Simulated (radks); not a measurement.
**Ti in [Ar] 4s2 5s2: an all-electron calculation**

An exercise on one series of results from a longer session: the logs are not shown, and one member is left open.

Program: radks (a radial shooting solver on a logarithmic mesh, Libxc functionals) version 1. Level of theory: scalar-relativistic Kohn-Sham, r2SCAN, spin-polarised, spherical densities, finite nucleus. These are calculated values, not measurements, unless marked.

## The system

- element: titanium (Z = 22)
- charge: 0
- electrons: 22
- configuration: [Ar] 4s2 5s2
- nuclear rms radius: 3.5921 fm

Outer shells as boxes (Hund's rule):

Ti
```
[Ar] core
4s [↑↓]
5s [↑↓]
```

The first run:

Input:

```text
Z 22
configuration [Ar] 4s2 5s2 4p0 6s0 4f0
relativity scalar-relativistic
functional r2scan,r2scan
spin polarised
nucleus finite rms 3.5921 fm
c 137.035999084
```

One table of the session follows, with a row left open; its other results are not shown here.

It belongs to the step «Radial structure». From the orbitals of this run (lengths in bohr):

```
level      <r>  outermost maximum (interpolated)  90 % within  nodes
   1s  0.06961                            0.0456        0.124      0
   2s   0.3239                             0.269        0.503      1
   2p   0.2896                             0.220        0.476      0
   3s   0.9811                             0.859         1.46      2
   3p    1.040                             0.886         1.58      1
   4s    2.739                              2.44         3.97      3
   4p        ?                                 ?            ?      ?
   5s    7.062                              6.47         9.97      4
```

Estimate the missing values for 4p.

As computed: <r>: 3.239; outermost maximum (interpolated): 2.76; 90 % within: 4.84; nodes: 2. In the column «<r>» it lies between 4s (2.739) and 5s (7.062).
